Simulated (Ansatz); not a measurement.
# CHBe (doublet): the correlation ladder at angle Be2–C1–H3 = 70.1°, 6-31G

How much of the correlation energy of CHBe (doublet) does each wave-function method recover here?

Method: 6-31G, core rule «outside noble gas», up to 2 orbitals frozen; program: Ansatz 0.2.0, Gaussian basis.

To be run: UHF; CCSD(T) on ROHF; CCSD(T) on UHF; BCCD(T) on ROHF; CISD; CCSDT(Q) on ROHF; CCSDT(Q) on UHF; CCSDTQ on ROHF; CCSDTQ on UHF; CASSCF and MRCISD+Q, 3 electrons in 3 orbitals; CASSCF and NEVPT2, 3 electrons in 3 orbitals; CASSCF and MRCISD+Q, 7 electrons in 9 orbitals; CASSCF and NEVPT4(SD), 7 electrons in 9 orbitals; CASSCF and NEVPT2, 7 electrons in 9 orbitals; Full CI.

27 further runs of the same task are left out: 15 for a known fault of the program, 12 that didn't finish.

## Step 1: What is computed

The geometry derives from a PBE0/def2-TZVP stationary point (not a proven minimum). One angle is set to the value named; bond lengths are kept.

3 atoms, charge 0, spin multiplicity 2.

Atoms are counted from 1 here; the program's logs count them from 0.

Bond lengths: C1–Be2 1.624 Å, C1–H3 1.082 Å, Be2–H3 1.616 Å. Angles: Be2–C1–H3 70.1°, C1–Be2–H3 39.0°, C1–H3–Be2 70.9°.

Coordinates:

```xyz
3

C    -0.5844    0.0000    0.3531
Be    0.7452    0.0000   -0.5796
H     0.3011    0.0000    0.9744
```

## Step 2: UHF

Contents of in.yaml:

```yaml
crystal:
  periodic: [false, false, false]
  atoms:
    - {symbol: C, position_ang: [-0.584438, 0.000000, 0.353146]}
    - {symbol: Be, position_ang: [0.745216, 0.000000, -0.579618]}
    - {symbol: H, position_ang: [0.301097, 0.000000, 0.974356]}
basis:
  gaussian: {orbitals: 6-31G}
magnetization: {spin_polarized: true, initial_magnetization: 1}
hamiltonian: {xc: hf}
output: {orbitals: {seedname: orbitals}}
```

Launch:

```bash
$ ansatz run in.yaml --threads 1 --pin off --events-out ev --progress --plain --max-ram 2393MiB
```

Further steps of the session: CCSD(T) on ROHF; CCSD(T) on UHF; BCCD(T) on ROHF; CISD; CCSDT(Q) on ROHF; CCSDT(Q) on UHF; CCSDTQ on ROHF; CCSDTQ on UHF; CASSCF and MRCISD+Q, 3 electrons in 3 orbitals; CASSCF and NEVPT2, 3 electrons in 3 orbitals; CASSCF and MRCISD+Q, 7 electrons in 9 orbitals; CASSCF and NEVPT4(SD), 7 electrons in 9 orbitals; CASSCF and NEVPT2, 7 electrons in 9 orbitals; Full CI.

**Question.** What will the summary of the whole plan be? Wanted: FCI below the RHF energy; RMP2 from FCI; UMP2 from FCI; RCCSD from FCI; RCCSD(T) from FCI; UCCSD(T) from FCI; RCCSDT(Q) from FCI; UCCSDT(Q) from FCI; NEVPT2 pair from FCI.

The runs gave:

| quantity | value |
| --- | --- |
| FCI below the RHF energy | -4.1631 eV |
| RMP2 from FCI | +1094.2 meV |
| UMP2 from FCI | +823.2 meV |
| RCCSD from FCI | +332.9 meV |
| RCCSD(T) from FCI | +19.4 meV |
| UCCSD(T) from FCI | +111.5 meV |
| RCCSDT(Q) from FCI | +1.4 meV |
| UCCSDT(Q) from FCI | -3.9 meV |
| NEVPT2 pair from FCI | +719.6 meV |
| MRCISD+Q pair from FCI | +109.2 meV |
| NEVPT2 valence from FCI | +210.7 meV |
| levels within 1 kcal/mol (43 meV) | RCCSD(T), RCCSDT, UCCSDT, RCCSDT(Q), UCCSDT(Q), RCCSDTQ, UCCSDTQ, NEVPT4(SD) valence, MRCISD valence, MRCISD+Q valence |
| T1 diagnostic | 0.113 |
| effectively unpaired electrons | 1.80 |

**Reading.** RCCSD(T) lands +19.4 meV from the yardstick (0.5 % of the correlation energy). CCSD(T) misses by +19.4 meV on the restricted determinant and by +111.5 meV on the unrestricted one; the two need not hold the same state or core. UCCSDT(Q) falls below full CI: unrestricted runs freeze a spin-polarised core, another one than full CI's, and coupled cluster isn't variational. The occupations show some static correlation. Of the multireference levels listed MRCISD+Q valence comes nearest in total energy (+16.1 meV), which doesn't show that its space is the better one. Coupled cluster took another determinant than the lowest Hartree-Fock one. These misses are within one basis, not against nature; the frozen cores of restricted and unrestricted runs differ, which can shift their rows.
